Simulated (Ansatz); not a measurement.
# ZrCl (quartet): from Hartree-Fock to the top rungs, def2-QZVPP

The task here is to estimate one member of a computed series from the others.

The runs use Ansatz 0.2.0, Gaussian basis; def2-QZVPP, core rule «outside noble gas», up to 9 orbitals frozen.

The runs, in order: UHF; ROHF; CCSD(T) on UHF.

### The system

The geometry is a PBE0/def2-TZVP stationary point (not a proven minimum) of the parent state, kept for this charge and spin. No spin-orbit coupling is included. Elements past krypton take def2 core potentials.

2 atoms, charge 0, spin multiplicity 4.

Atoms are counted from 1 here; the program's logs count them from 0.

Bond lengths: Zr1–Cl2 3.133 Å.

The first run:

Contents of in.yaml:

```yaml
crystal:
  periodic: [false, false, false]
  atoms:
    - {symbol: Zr, position_ang: [0.000000, 0.000000, 0.000000]}
    - {symbol: Cl, position_ang: [0.000000, 0.000000, 3.133000]}
basis:
  gaussian: {orbitals: "def2-QZVPP.json"}
magnetization: {spin_polarized: true, initial_magnetization: 3}
hamiltonian: {xc: hf}
output: {orbitals: {seedname: orbitals}}
```

On the command line:

```sh
ansatz run in.yaml --threads 1 --pin off --events-out ev --progress --plain --max-ram 4096MiB --backend cpu
```

Among the steps run: UHF; ROHF; CCSD(T) on UHF.

One table of the session follows, with a row left open; its other results are not shown here.

```
  method  from UCCSD(T) (meV)
    ROHF                    ?
     UHF              +7516.8
    UMP2               +880.4
   UCCSD               +341.6
UCCSD(T)                    0
```

Estimate the missing values for ROHF.

The run gave: from UCCSD(T) (meV): +7666.1. In the column «from UCCSD(T) (meV)» it is the highest.
